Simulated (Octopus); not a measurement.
Pb:

```xyz
2
Lattice="3.0386 -1.7503 0.0000 3.0386 1.7503 0.0000 -2.1155 0.0000 6.0952" Properties=species:S:1:pos:R:3 pbc="T T T"
Pb    3.9848    0.0000    4.4269
Pb   -0.0230    0.0000    1.6683
```

This isn't the form of Pb at room conditions, which is fcc.

| Item | Value |
| --- | --- |
| Program | Octopus 16.4 |
| Task | single point |
| Functional | PBEsol |
| Potentials or basis | pseudodojo_pbesol (PseudoDojo 0.4, PBEsol) |
| Grid spacing | 0.146 × 0.146 × 0.147 Å |
| k mesh | 9 × 9 × 5 |
| Occupations | fermi-dirac, width 0.05 eV |
| Spin | no spin polarisation |

On this cell: largest force 0.129 eV/Å; band gap on the k mesh none (metal or under the smearing width).

The same run follows on a disturbed copy (atoms moved at random, drawn with an rms of 0.05 Å):

```
CELL_PARAMETERS angstrom
3.03861 -1.75032 0.00000
3.03861 1.75032 0.00000
-2.11546 0.00000 6.09522
ATOMIC_POSITIONS crystal
Pb 0.89920 0.91261 0.72889
Pb 0.09341 0.08248 0.27147
```

Q: What does the disturbed cell give?

A: The energy (extrapolated to zero smearing) moves by +2.7 meV/atom; largest force 0.188 eV/Å; band gap on the k mesh none (metal or under the smearing width).

Forces on the atoms (eV/Å):
```
Pb   0.027 -0.010 -0.186
Pb  -0.027  0.010  0.186
```
